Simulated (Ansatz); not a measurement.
# AsGeH3: the cost of one run

Computed with Ansatz 0.2.0, Gaussian basis. Level: the settings change from run to run.

22 further runs of the same task are left out: 9 that didn't finish, 13 set aside as unsound or not needed. Runs told in other sessions of the task aren't counted.

## (1) The system

The geometry is a PBE0/def2-TZVP stationary point (not a proven minimum) of the parent state, kept for this charge and spin. No spin-orbit coupling is included. The filled d shell of Ge, As may be among the frozen orbitals whatever the setting's name suggests.

5 atoms, charge 0, spin multiplicity 1.

Atoms are counted from 1 here; the program's logs count them from 0.

Bond lengths: Ge1–As2 2.423 Å, Ge1–H3 1.552 Å, Ge1–H4 1.552 Å, As2–H5 1.526 Å. Angles: As2–Ge1–H3 109.8°, As2–Ge1–H4 109.8°, H3–Ge1–H4 106.6°, Ge1–As2–H5 93.8°.

## (2) NEVPT2(2,2)/cc-pVDZ

File in.yaml:

```yaml
crystal:
  periodic: [false, false, false]
  atoms:
    - {symbol: Ge, position_ang: [0.000000, -0.056595, 1.214134]}
    - {symbol: As, position_ang: [0.000000, 0.056163, -1.206338]}
    - {symbol: H, position_ang: [-1.244560, 0.682142, 1.773873]}
    - {symbol: H, position_ang: [1.244554, 0.682153, 1.773873]}
    - {symbol: H, position_ang: [0.000006, -1.460284, -1.378912]}
basis:
  gaussian: {orbitals: cc-pVDZ}
correlation: {method: sc_nevpt2, electrons: outside_noble_gas, active_space: {window: {electrons: 2, orbitals: 2}, states: [{multiplicity: 1, weights: [1, 0.5]}, {multiplicity: 3, weights: [1]}], root: 1}}
```

Command:

```sh
$ ansatz run in.yaml --threads 1 --pin off --events-out ev --progress --plain --max-ram 2393MiB
```

**Question.** How long does this run take on 1 thread of Arm Neoverse V2, shared host, and how much memory does it need?

About 16 s, with a peak of 0.25 GiB.
